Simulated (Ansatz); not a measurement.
# CuSi16: the cost of one run

All numbers below are computed with Ansatz 0.2.0 (DFT LDA, plane waves, PAW, scalar-relativistic, collinear spin).

## 1. The structure to begin with

The cell holds 17 atoms (CuSi16): a = 7.679 Å, b = 7.679 Å, c = 7.679 Å, α = 60.00°, β = 60.00°, γ = 60.00°.

The coordinates stand in the first input below.

## 2. Preparing the start

input.yaml reads:

```yaml
accuracy: low
crystal:
  lattice:
    - [0.0, 5.43, 5.43]
    - [5.43, 0.0, 5.43]
    - [5.43, 5.43, 0.0]
  atoms:
    - { symbol: Si, position: [0.0, 0.0, 0.0] }
    - { symbol: Si, position: [0.125, 0.125, 0.125] }
    - { symbol: Si, position: [0.0, 0.0, 0.5] }
    - { symbol: Si, position: [0.125, 0.125, 0.625] }
    - { symbol: Si, position: [0.0, 0.5, 0.0] }
    - { symbol: Si, position: [0.125, 0.625, 0.125] }
    - { symbol: Si, position: [0.0, 0.5, 0.5] }
    - { symbol: Si, position: [0.125, 0.625, 0.625] }
    - { symbol: Si, position: [0.5, 0.0, 0.0] }
    - { symbol: Si, position: [0.625, 0.125, 0.125] }
    - { symbol: Si, position: [0.5, 0.0, 0.5] }
    - { symbol: Si, position: [0.625, 0.125, 0.625] }
    - { symbol: Si, position: [0.5, 0.5, 0.0] }
    - { symbol: Si, position: [0.625, 0.625, 0.125] }
    - { symbol: Si, position: [0.5, 0.5, 0.5] }
    - { symbol: Si, position: [0.625, 0.625, 0.625] }
    - { symbol: Cu, position: [0.0592029, 0.3030866, 0.81963], spin: 1.0 }
magnetization:
  spin_polarized: true
basis:
  ecutwfc: 420.0
kpoints:
  mp_grid: { grid: [2, 2, 2] }
hamiltonian:
  xc: lda
  pseudopotentials: { kind: paw, azcp: { folder: soft_1 } }
scf:
  occupations: { method: fermi_dirac, width: 0.02 }
  lower_state_search: "off"
relax:
  f_tol: 0.08
  max_steps: 25
  adjacent_minimum: "off"
output:
  write_density: true
  write_potential: true
  elf: true
  volumetric_format: npy
```

The run is started by

```console
> ansatz run input.yaml --threads 2 --pin off --max-ram 5120MiB --backend cpu --events-out ev --progress --plain --runs-dir out
```

Q: Estimate wall time and peak memory on 2 threads of Arm Neoverse N1, shared host.

About 76 s, with a peak of 0.69 GiB.
